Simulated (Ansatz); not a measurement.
Geometry optimisation, DFT PBE, scalar-relativistic, plane waves, PAW (Ansatz 0.2.0).

Input file:

```yaml
crystal:
  lattice:
    - [-4.2244, -4.2244, 0.0]
    - [4.2244, -4.2244, 0.0]
    - [0.0, 0.0, 5.3792]
  atoms:
    - { symbol: Si, position: [0.5, 0.5, 0.0] }
    - { symbol: Si, position: [0.0, 0.5, 0.25] }
    - { symbol: O, position: [0.1931, 0.5, 0.0] }
    - { symbol: O, position: [0.0, 0.1931, 0.25] }
    - { symbol: O, position: [0.8069, 0.5, 0.0] }
    - { symbol: O, position: [0.0, 0.8069, 0.25] }
    - { symbol: Si, position: [0.5, 0.5, 0.5] }
    - { symbol: Si, position: [0.0, 0.5, 0.75] }
    - { symbol: O, position: [0.1931, 0.5, 0.5] }
    - { symbol: O, position: [0.0, 0.1931, 0.75] }
    - { symbol: O, position: [0.8069, 0.5, 0.5] }
    - { symbol: O, position: [0.0, 0.8069, 0.75] }
    - { symbol: Si, position: [0.0, 0.0, 0.0] }
    - { symbol: Si, position: [0.5, 0.0, 0.25] }
    - { symbol: O, position: [0.6931, 0.0, 0.0] }
    - { symbol: O, position: [0.5, 0.6931, 0.25] }
    - { symbol: O, position: [0.3069, 0.0, 0.0] }
    - { symbol: O, position: [0.5, 0.3069, 0.25] }
    - { symbol: Si, position: [0.0, 0.0, 0.5] }
    - { symbol: Si, position: [0.5, 0.0, 0.75] }
    - { symbol: O, position: [0.6931, 0.0, 0.5] }
    - { symbol: O, position: [0.5, 0.3069, 0.75] }
    - { symbol: O, position: [0.3069, 0.0, 0.5] }
basis:
  ecutwfc: 420.0
kpoints:
  mp_grid: { grid: [2, 2, 2] }
hamiltonian:
  xc: pbe
  pseudopotentials: { kind: paw, azcp: { folder: soft_1 } }
scf:
  occupations: { method: gaussian, width: 0.05 }
  lower_state_search: "off"
relax:
  f_tol: 0.03
  max_steps: 60
  adjacent_minimum: "off"
```

Launched with:

```bash
$ ansatz run input.yaml --threads 1 --pin off --max-ram 3072MiB --backend cpu --events-out ev --progress --plain --runs-dir out
```

Task: Where does it end, and by what steps?

Result: The run converged. Limits of this set-up: coarse k mesh. After 5 steps the energy has fallen by 0.125 eV; Si7 moved furthest, 0.06 Å.

```
step  energy less start (eV)  largest force component (eV/Å)  accepted
   0                  0.0000                           1.335       yes
   1                 -0.0734                           0.762       yes
   2                 -0.1125                           0.224       yes
   3                 -0.1225                           0.045       yes
   4                 -0.1232                           0.055       yes
   5                 -0.1245                           0.008       yes
```

```xyz
23
Lattice="-4.2244 -4.2244 0.0000 4.2244 -4.2244 0.0000 0.0000 0.0000 5.3792" Properties=species:S:1:pos:R:3
Si 0.027 -4.251 -0.048
Si 2.121 -2.121 1.345
O 1.304 -2.936 -0.010
O 0.816 -0.816 1.345
O -1.289 -5.529 -0.010
O 3.409 -3.409 1.345
Si 0.027 -4.251 2.738
Si 2.116 -2.116 4.034
O 1.304 -2.936 2.700
O 0.816 -0.816 4.034
O -1.289 -5.529 2.700
O 3.408 -3.408 4.034
Si -0.004 0.004 -0.004
Si -2.111 -2.114 1.345
O -2.952 -2.905 -0.011
O 0.828 -5.053 1.345
O -1.320 -1.272 -0.011
O -0.812 -3.413 1.345
Si -0.004 0.004 2.694
Si -2.096 -2.129 4.034
O -2.952 -2.905 2.700
O -0.845 -3.379 4.034
O -1.320 -1.272 2.700
```

Time of the run: 25 s on 1 thread of Arm Neoverse V2 (shared host), peak memory 0.42 GiB.
